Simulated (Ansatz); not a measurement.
# Y3F (P6/mmm) in Ansatz: relaxation of cell and atoms with BLYP

Aim: the relaxation of cell and atoms of Y3F with BLYP.

Everything below comes from runs of Ansatz 0.2.0. Logs are shortened: lines on timing, memory, paths and dates and some standing lists are left out, and cuts for length are marked.

### 1 The structure

The structure is hexagonal, space group P6/mmm (No. 191). Conventional cell: a = 6.267 Å, b = 6.267 Å, c = 3.362 Å, α = 90.00°, β = 90.00°, γ = 120.00°. Y (site symmetry mmm) has 6 Y at 3.13 to 3.36 Å and 2 F at 3.13 Å as nearest neighbours. Around F (site symmetry 6/mmm) lie 6 Y at 3.13 Å and 2 F at 3.36 Å.

The cell was built by a generator and needn't be a form met in nature.

### 2 Relaxation of cell and atoms, BLYP

Input file input.yaml:

```yaml
crystal:
  lattice:
    - [6.26665, 0.0, 0.0]
    - [-3.13333, 5.42708, 0.0]
    - [0.0, 0.0, 3.36199]
  atoms:
    - { symbol: "Y", position: [0.5, 0.0, 0.0] }
    - { symbol: "Y", position: [0.0, 0.5, 0.0] }
    - { symbol: "Y", position: [0.5, 0.5, 0.0] }
    - { symbol: F, position: [0.0, 0.0, 0.0] }
hamiltonian:
  xc: blyp
  pseudopotentials: { kind: paw }
kpoints:
  mp_grid: { grid: [4, 4, 6] }
scf:
  occupations: { method: fermi_dirac, width: 0.05 }
output:
  forces: true
  stress: true
  eigenvalues: true
relax:
  f_tol: 0.01
  max_steps: 40
  cell: { stress_tol: 0.05 }
```

Potentials or basis: Ansatz PAW.

Run with:

```bash
> ansatz run input.yaml --threads 2 --pin off --max-ram 5632MiB --backend cpu --events-out ev --progress --plain --runs-dir out
```

What it wrote:

```text
Warning: RAYON_NUM_THREADS=2 ignored (pool sized by the plan → 2); use --threads N
Engine: ansatz 0.2.0, aarch64-unknown-linux-gnu
Pseudopotentials: kind: paw
Pseudopotential: Y, paw, valence charge 11, recommended cutoff 420 eV (normal), Y.paw.azcp
Pseudopotential: F, paw, valence charge 7, recommended cutoff 420 eV (normal), F.paw.azcp
Functional definition: BLYP
  parameter beta = 0.0042
  parameter a = 0.04918
  parameter b = 0.132
  parameter c = 0.2533
  parameter d = 0.349
  exchange = b88_x(beta = beta)
  correlation = lyp_c(a = a, b = b, c = c, d = d)
Crystal: 4 atoms, lattice volume = 114.340 Å³
Basis set: ecut = 420 eV, 2243 PW (Γ), exchange–correlation on 90×90×48 points (8 copies of the dense FFT grid, shifted against one another)
Bands: 24, of which v1, the nominal top of the filled ones, is band 20 counted from 1 (19 counted from 0)
Symmetry: 24 space group operations
Space group: P6/mmm (ITA 191), of the structure as read, at distance tolerance 4.9e-5 Å
k-points: 16 of 96
Non-local potential: Y, projectors of the file, l = 0: 3, l = 1: 2, l = 2: 2, l = 3: 1
Non-local potential: F, projectors of the file, l = 0: 2, l = 1: 2, l = 2: 1
PAW form: soft (Blöchl's): semilocal exchange-correlation on the pseudo side does not see the compensation charge
PAW frozen core: Y, regenerated for the run's functional, and the local potential with it (the file was generated under x = pbe(κ = 0.804, μ = 0.2195149727645171), c = pbe(β = 0.06672455060314922))
PAW frozen core: F, regenerated for the run's functional, and the local potential with it (the file was generated under x = pbe(κ = 0.804, μ = 0.2195149727645171), c = pbe(β = 0.06672455060314922))
PAW one-centre angular grid: Y, 590 points (default); XC on 64 Gauss nodes
PAW one-centre angular grid: F, 110 points (default); XC on 64 Gauss nodes
Initial density: superposition of atomic densities (neutral atoms: chi_scale 0, normalization atom), corrected by the library's trained network
Initial wavefunctions: pseudopotential atomic-orbital guess
Functional: x = b88, c = lyp
SCF iter   1: F=—  HF=-12563.429984 eV  |F-HF|=—  |Δ(HF+E_count)|=         —  Δρ=3.62e-1  dr2=1.75e2  ethr=1.77e-3  ⟨swp⟩=15.1  Hψ=3951  notcnv=0
preconditioner: auto → Kerker (q_TF=auto, 2.290 Å⁻¹)  [metal: Δε(μ)=0.038 eV  Ē_g=8.041 eV  σ=0.050 eV  W_gap=0.18  n_scr=26 (ndim 8)  ℏωp=13.0 eV  f_vac=0.000  D(μ)=7.18/eV (n_scr^D=68)]
SCF iter   2: F=—  HF=-12398.581882 eV  |F-HF|=—  |Δ(HF+E_count)|=    1.65e2  Δρ=1.63e-1  dr2=2.21e1  ethr=1.77e-3  ⟨swp⟩=12.1  Hψ=2122  notcnv=0  defer=10
SCF iter   3: F=—  HF=-12395.765640 eV  |F-HF|=—  |Δ(HF+E_count)|=    2.82e0  Δρ=1.09e-1  dr2=1.15e1  ethr=1.77e-3  ⟨swp⟩=6.1  Hψ=1132  notcnv=0  defer=6
SCF iter   4: F=—  HF=-12393.607932 eV  |F-HF|=—  |Δ(HF+E_count)|=    2.16e0  Δρ=5.30e-2  dr2=3.66e0  ethr=1.77e-3  ⟨swp⟩=4.8  Hψ=957  notcnv=0  defer=5
SCF iter   5: F=—  HF=-12393.266460 eV  |F-HF|=—  |Δ(HF+E_count)|=   3.41e-1  Δρ=4.36e-2  dr2=2.53e0  ethr=1.77e-3  ⟨swp⟩=2.6  Hψ=556  notcnv=0
SCF iter   6: F=—  HF=-12393.086151 eV  |F-HF|=—  |Δ(HF+E_count)|=   1.80e-1  Δρ=3.78e-2  dr2=1.91e0  ethr=1.77e-3  ⟨swp⟩=2.0  Hψ=451  notcnv=0
SCF iter   7: F=—  HF=-12392.802274 eV  |F-HF|=—  |Δ(HF+E_count)|=   2.84e-1  Δρ=2.57e-2  dr2=8.68e-1  ethr=1.77e-3  ⟨swp⟩=3.2  Hψ=747  notcnv=0
SCF iter   8: F=—  HF=-12392.654988 eV  |F-HF|=—  |Δ(HF+E_count)|=   1.47e-1  Δρ=1.57e-2  dr2=3.27e-1  ethr=1.77e-3  ⟨swp⟩=3.8  Hψ=575  notcnv=0  defer=3
SCF iter   9: F=—  HF=-12392.699055 eV  |F-HF|=—  |Δ(HF+E_count)|=   4.41e-2  Δρ=1.89e-2  dr2=4.75e-1  ethr=8.18e-4  ⟨swp⟩=2.1  Hψ=548  notcnv=0  defer=2
SCF iter  10: F=—  HF=-12392.611279 eV  |F-HF|=—  |Δ(HF+E_count)|=   8.78e-2  Δρ=1.29e-2  dr2=1.70e-1  ethr=8.18e-4  ⟨swp⟩=3.2  Hψ=582  notcnv=0  defer=1
SCF iter  11: F=—  HF=-12392.580745 eV  |F-HF|=—  |Δ(HF+E_count)|=   3.05e-2  Δρ=2.27e-3  dr2=7.97e-3  ethr=4.24e-4  ⟨swp⟩=5.9  Hψ=1148  notcnv=0  defer=4
SCF iter  12: F=—  HF=-12392.579705 eV  |F-HF|=—  |Δ(HF+E_count)|=   1.04e-3  Δρ=8.77e-4  dr2=1.75e-3  ethr=1.99e-5  ⟨swp⟩=3.4  Hψ=623  notcnv=0
SCF iter  13: F=—  HF=-12392.579436 eV  |F-HF|=—  |Δ(HF+E_count)|=   2.69e-4  Δρ=4.02e-4  dr2=1.64e-4  ethr=4.37e-6  ⟨swp⟩=3.4  Hψ=599  notcnv=0
SCF iter  14: F=—  HF=-12392.579437 eV  |F-HF|=—  |Δ(HF+E_count)|=   6.33e-7  Δρ=9.56e-5  dr2=8.81e-6  ethr=4.10e-7  ⟨swp⟩=4.3  Hψ=784  notcnv=0
SCF iter  15: F=—  HF=-12392.579490 eV  |F-HF|=—  |Δ(HF+E_count)|=   5.30e-5  Δρ=2.19e-5  dr2=4.45e-7  ethr=2.20e-8  ⟨swp⟩=5.1  Hψ=1001  notcnv=0
SCF iter  16: F=-12392.579490 eV  HF=-12392.579490 eV  |F-HF|=1.05e-8  |Δ(HF+E_count)|=   3.54e-7  Δρ=4.82e-6  dr2=3.17e-8  ethr=2.50e-10  ⟨swp⟩=13.6  Hψ=3578  notcnv=0
[... 39 lines left out ...]
SCF iter   5: F=—  HF=-12392.599217 eV  |F-HF|=—  |Δ(HF+E_count)|=   7.17e-9  Δρ=9.63e-7  dr2=1.79e-9  ethr=7.06e-11  ⟨swp⟩=2.0  Hψ=504  notcnv=0
SCF iter   6: F=—  HF=-12392.599217 eV  |F-HF|=—  |Δ(HF+E_count)|=  9.44e-10  Δρ=4.16e-7  dr2=3.18e-10  ethr=4.47e-12  ⟨swp⟩=2.0  Hψ=492  notcnv=0
SCF iter   7: F=-12392.599217 eV  HF=-12392.599217 eV  |F-HF|=1.82e-12  |Δ(HF+E_count)|=  1.98e-10  Δρ=1.28e-7  dr2=1.98e-11  ethr=1.00e-12  ⟨swp⟩=3.2  Hψ=1548  notcnv=0
SCF 4 converged in 7 iterations: F = -12392.599217 eV  dr2 = 1.98e-11
relax step   4: F+E_penalty+E_count = -12392.59921721 eV  Δ(F+E_penalty+E_count) = -5.471e-3 eV  max|allowed force component| = 1.315e-29 eV/Å  Δτ_max = 0.0000 Å  P = +0.076 GPa  Ω = 119.156 Å³  stress off target by 8.28e-2 GPa  SCF on the basis re-selected at this cell (its energy is not comparable with the rows above)  (7 SCF iters)
basis re-selected at this cell: Δ(F+E_penalty+E_count) = -5.471e-3 eV, ΔP = +0.082 GPa vs the last step (what re-selecting the basis moved, of the pressure what is left beyond the Pulay correction that the steps carried, after the strain that the cell walked since its last selection, with what the two solves' SCF thresholds leave and, on support functions, any second-order correction that the steps lacked; it is no measure of the basis error at this ecutwfc). This SCF's stress stands 8.28e-2 GPa from its target on what of the cell is left free (relax.cell.stress_tol is 5.00e-2 GPa) and its largest allowed force component is 1.31e-29 eV/Å (relax.f_tol is 1.00e-2 eV/Å): not within both, so this SCF does not close the relaxation
Crystal: 4 atoms, lattice volume = 119.469 Å³
iter 1 solved again at ethr=1.97e-6 eV; its pass at ethr=3.10e-3 eV (dr2=7.86e-4 eV) is discarded
SCF iter   1: F=—  HF=-12392.599155 eV  |F-HF|=—  |Δ(HF+E_count)|=         —  Δρ=6.07e-4  dr2=8.17e-4  ethr=1.97e-6  ⟨swp⟩=1.0  Hψ=1721  notcnv=0
preconditioner: auto → Kerker (q_TF=auto, 2.273 Å⁻¹)  [metal: Δε(μ)=0.030 eV  Ē_g=3.072 eV  σ=0.050 eV  W_gap=0.15  n_scr=26 (ndim 8)  ℏωp=12.7 eV  f_vac=0.002  D(μ)=6.92/eV (n_scr^D=68)]
SCF iter   2: F=—  HF=-12392.599023 eV  |F-HF|=—  |Δ(HF+E_count)|=   1.33e-4  Δρ=3.27e-4  dr2=1.64e-4  ethr=1.97e-6  ⟨swp⟩=2.0  Hψ=471  notcnv=0
SCF iter   3: F=—  HF=-12392.598993 eV  |F-HF|=—  |Δ(HF+E_count)|=   2.95e-5  Δρ=1.22e-4  dr2=1.06e-4  ethr=4.10e-7  ⟨swp⟩=2.0  Hψ=437  notcnv=0
SCF iter   4: F=—  HF=-12392.598957 eV  |F-HF|=—  |Δ(HF+E_count)|=   3.62e-5  Δρ=5.67e-5  dr2=6.26e-6  ethr=2.66e-7  ⟨swp⟩=2.0  Hψ=487  notcnv=0
SCF iter   5: F=—  HF=-12392.599015 eV  |F-HF|=—  |Δ(HF+E_count)|=   5.76e-5  Δρ=1.32e-5  dr2=3.10e-7  ethr=1.57e-8  ⟨swp⟩=2.0  Hψ=480  notcnv=0
SCF iter   6: F=—  HF=-12392.599015 eV  |F-HF|=—  |Δ(HF+E_count)|=   2.38e-7  Δρ=4.36e-6  dr2=3.11e-8  ethr=7.74e-10  ⟨swp⟩=2.0  Hψ=497  notcnv=0
SCF iter   7: F=-12392.599015 eV  HF=-12392.599015 eV  |F-HF|=1.57e-9  |Δ(HF+E_count)|=   3.46e-8  Δρ=1.05e-6  dr2=1.31e-9  ethr=4.28e-11  ⟨swp⟩=4.1  Hψ=1238  notcnv=0
SCF 5 converged in 7 iterations: F = -12392.599015 eV  dr2 = 1.31e-9
relax step   5: F+E_penalty+E_count = -12392.59901498 eV  Δ(F+E_penalty+E_count) = +2.022e-4 eV  max|allowed force component| = 1.385e-29 eV/Å  Δτ_max = 0.0000 Å  P = +0.005 GPa  Ω = 119.469 Å³  energy of the carried Pulay correction = -2.809e-4 eV  (7 SCF iters, dr2 threshold 1.71e-8 eV, accepted)
iter 1 solved again at ethr=4.65e-8 eV; its pass at ethr=3.10e-3 eV (dr2=1.86e-5 eV) is discarded
SCF iter   1: F=—  HF=-12392.599302 eV  |F-HF|=—  |Δ(HF+E_count)|=         —  Δρ=1.85e-5  dr2=5.37e-8  ethr=4.65e-8  ⟨swp⟩=4.1  Hψ=2855  notcnv=0
preconditioner: auto → Kerker (q_TF=auto, 2.273 Å⁻¹)  [metal: Δε(μ)=0.026 eV  Ē_g=3.057 eV  σ=0.050 eV  W_gap=0.13  n_scr=26 (ndim 8)  ℏωp=12.7 eV  f_vac=0.002  D(μ)=6.95/eV (n_scr^D=68)]
SCF iter   2: F=—  HF=-12392.599355 eV  |F-HF|=—  |Δ(HF+E_count)|=   5.33e-5  Δρ=8.35e-6  dr2=1.90e-8  ethr=1.34e-10  ⟨swp⟩=3.0  Hψ=707  notcnv=0
SCF iter   3: F=—  HF=-12392.599356 eV  |F-HF|=—  |Δ(HF+E_count)|=   7.47e-7  Δρ=4.02e-6  dr2=2.41e-9  ethr=4.74e-11  ⟨swp⟩=2.0  Hψ=443  notcnv=0
SCF iter   4: F=—  HF=-12392.599356 eV  |F-HF|=—  |Δ(HF+E_count)|=   1.88e-7  Δρ=2.53e-7  dr2=1.93e-10  ethr=6.02e-12  ⟨swp⟩=2.0  Hψ=518  notcnv=0
SCF iter   5: F=—  HF=-12392.599356 eV  |F-HF|=—  |Δ(HF+E_count)|=  7.64e-11  Δρ=1.12e-7  dr2=4.51e-11  ethr=1.00e-12  ⟨swp⟩=4.9  Hψ=1345  notcnv=0
SCF iter   6: F=-12392.599356 eV  HF=-12392.599356 eV  |F-HF|=1.82e-12  |Δ(HF+E_count)|=  3.64e-12  Δρ=5.19e-8  dr2=3.57e-12  ethr=1.00e-12  ⟨swp⟩=4.0  Hψ=1152  notcnv=0
SCF 6 converged in 6 iterations: F = -12392.599356 eV  dr2 = 3.57e-12
relax step   6: F+E_penalty+E_count = -12392.59935595 eV  Δ(F+E_penalty+E_count) = -3.410e-4 eV  max|allowed force component| = 1.416e-29 eV/Å  Δτ_max = 0.0000 Å  P = +0.007 GPa  Ω = 119.469 Å³  stress off target by 9.85e-3 GPa  SCF on the basis re-selected at this cell (its energy is not comparable with the rows above)  (6 SCF iters)
basis re-selected at this cell: Δ(F+E_penalty+E_count) = -3.410e-4 eV, ΔP = +0.002 GPa vs the last step (what re-selecting the basis moved, of the pressure what is left beyond the Pulay correction that the steps carried, after the strain that the cell walked since its last selection, with what the two solves' SCF thresholds leave and, on support functions, any second-order correction that the steps lacked; it is no measure of the basis error at this ecutwfc). This SCF's stress stands 9.85e-3 GPa from its target on what of the cell is left free (relax.cell.stress_tol is 5.00e-2 GPa) and its largest allowed force component is 1.42e-29 eV/Å (relax.f_tol is 1.00e-2 eV/Å): within both
SCF converged after 6 iterations
Free energy (F): -12392.599356 eV
Harris-Foulkes:  -12392.599356 eV  (|F-HF|=1.82e-12)
Internal energy: -12392.537518 eV  (E = F + TS)
E sigma→0 (E₀):  -12392.568437 eV
Entropy (-TS):   -0.061838 eV (-15.459 meV/atom)
Fermi energy:    8.151093 eV
--- Per-component energies (eV) ---
  E_band       = -426.055457
  E_kinetic    = 1121.781457
  E_local      = -2650.093863  (includes V_loc(G=0)·N_el)
  E_nonlocal   = 227.767070
  E_hartree    = 894.180268
  E_xc         = -590.591506
  E_vxc        = -686.379050  (∫ρ·V_xc dr)
  E_paw        = -8725.388063  (= ΣΔE_a)
  E_vpaw       = -227.493639  (= ΣTr[D̂ρ^β])
  E_aug_tail   = 0.002028  (compensation charges beyond the density's cutoff)
  E_ewald      = -2670.430526
  E_core_change = 0.235617  (= ΣΔE_core)
  E_smearing   = -0.061838  (= −TS)
  E_closure    = 0.000000  (closes the sum)
  Σ components = -12392.599356   (vs F -12392.599356, Δ=0.00e0)
--- Forces (eV/Å), atoms counted from 1 ---
  atom   1  Y      0.00000000     0.00000000     0.00000000
  atom   2  Y      0.00000000     0.00000000    -0.00000000
  atom   3  Y      0.00000000     0.00000000     0.00000000
  atom   4  F      0.00000000    -0.00000000    -0.00000000
  max |Σ_I F_I| component: 1.05e-29 eV/Å
--- Stress (GPa, compression-positive) ---
        0.009854      -0.000000       0.000000
       -0.000000       0.009854      -0.000000
        0.000000      -0.000000       0.001958
  P = ⅓ Tr σ = 0.0072 GPa (0.072 kbar)
--- Band table (eV; the first three rows and the last of 16) ---
  k-point 0: bands = ["-35.0035", "-34.8704", "-34.8704", "-15.5530", "-15.3007", "-15.3007", "-14.7742", "-14.7027", "-14.5770", "-14.5770", "-14.4549", "-14.4549", "-14.2457", "3.7038", "3.7038", "4.2589", "4.6934", "7.0157", "7.0887", "7.0887", "8.1496", "8.3636", "8.3636", "9.6345"]
  k-point 1: bands = ["-34.9934", "-34.8610", "-34.8610", "-15.5354", "-15.2864", "-15.2864", "-14.8281", "-14.7643", "-14.6895", "-14.6895", "-14.4458", "-14.4458", "-14.2353", "3.7393", "3.7393", "4.4061", "4.8380", "7.3064", "7.3963", "7.3963", "7.9086", "8.4068", "8.9905", "8.9905"]
  k-point 2: bands = ["-34.9732", "-34.8420", "-34.8420", "-15.4999", "-15.2576", "-15.2576", "-15.0699", "-14.9078", "-14.9078", "-14.7446", "-14.4274", "-14.4274", "-14.2145", "3.8164", "3.8164", "4.1623", "5.7355", "6.6289", "7.8507", "7.8507", "8.0193", "8.0542", "8.0542", "8.8787"]
  k-point 15: bands = ["-34.9200", "-34.8765", "-34.8326", "-15.2336", "-15.2125", "-15.1298", "-15.0723", "-15.0141", "-14.9801", "-14.9577", "-14.7407", "-14.5019", "-14.1639", "3.6653", "3.7402", "3.9769", "6.7967", "7.4865", "7.5912", "7.9428", "8.4126", "8.4938", "9.3895", "9.6323"]
--- Relaxed structure (4 steps of the walk, 4 accepted, 2 SCFs on fresh bases) ---
  F+E_penalty+E_count = -12392.59935595 eV   max|allowed force component| = 1.416e-29 eV/Å   (the final SCF, on the basis selected at the relaxed cell)
  cell:  # Å, volume = 119.4687 Å³
    - [6.361173379939689, 2.9302933136659393e-6, 0.0]
    - [-3.1805892276782948, 5.5089362797584345, 0.0]
    - [0.0, 0.0, 3.4091733509212583]
  atoms:
    - { symbol: Y, position: [0.5, 0.0, 0.0] }
    - { symbol: Y, position: [5.551115123125783e-17, 0.5, 0.0] }
    - { symbol: Y, position: [0.5, 0.5, 0.0] }
    - { symbol: F, position: [-5.849338539304194e-36, -6.07629379382342e-36, 0.0] }
```

Wall time 12 s (2 threads of Arm Neoverse V1, shared host); peak memory 0.39 GiB.

What came out:

```
Free energy                            : -12392.5994 eV
Relaxed volume                         : 29.87 Å³/atom
Relaxed cell                           : a = 6.361 Å, b = 6.361 Å, c = 3.409 Å, α = 90.00°, β = 90.00°, γ = 120.00°
Space group after relaxing (to 0.05 Å) : P6/mmm (No. 191)
Energy gained by relaxing              : 5.0 meV/atom
Ionic steps                            : 6
Pressure after relaxing                : 0.0 GPa
Band gap on the k mesh                 : none (metal or under the smearing width)
```

The path:
```tsv
step	energy change (eV)	largest force (eV/Å)	volume (Å³)
1	0.0000	0.0000	114.34
2	-0.0135	0.0000	119.73
3	-0.0143	0.0000	119.16
4	-0.0197	0.0000	119.16
5	-0.0195	0.0000	119.47
6	-0.0199	0.0000	119.47
```

Final structure:
```yaml
crystal:
  lattice:
    - [6.36117, 0.00000, 0.00000]
    - [-3.18059, 5.50894, 0.00000]
    - [0.00000, 0.00000, 3.40917]
  atoms:
    - { symbol: Y, position: [0.50000, 0.00000, 0.00000] }
    - { symbol: Y, position: [0.00000, 0.50000, 0.00000] }
    - { symbol: Y, position: [0.50000, 0.50000, 0.00000] }
    - { symbol: F, position: [0.00000, 0.00000, 0.00000] }
```

Levels at points of the mesh, in eV from the Fermi level:
```tsv
k point	band 17	band 18	band 19	band 20	band 21	band 22	band 23	band 24
(0.00, 0.00, 0.00)	-3.46	-1.14	-1.06	-1.06	0.00	0.21	0.21	1.48
(0.00, 0.00, -0.50)	-1.98	-1.91	-0.56	-0.56	-0.10	-0.10	0.55	0.62
(0.00, -0.50, 0.00)	-2.66	-1.84	-0.38	-0.37	0.18	0.60	0.89	1.04
(0.00, -0.50, -0.50)	-1.38	-0.75	-0.59	-0.22	0.27	0.90	1.09	1.24
```

Caveat: the plane-wave basis is chosen anew once the cell has moved, so the energies of steps on either side of that aren't comparable; the PAW data sets come from PBE, with cores solved anew for the run's functional, which leaves a small shift of forces and pressure.
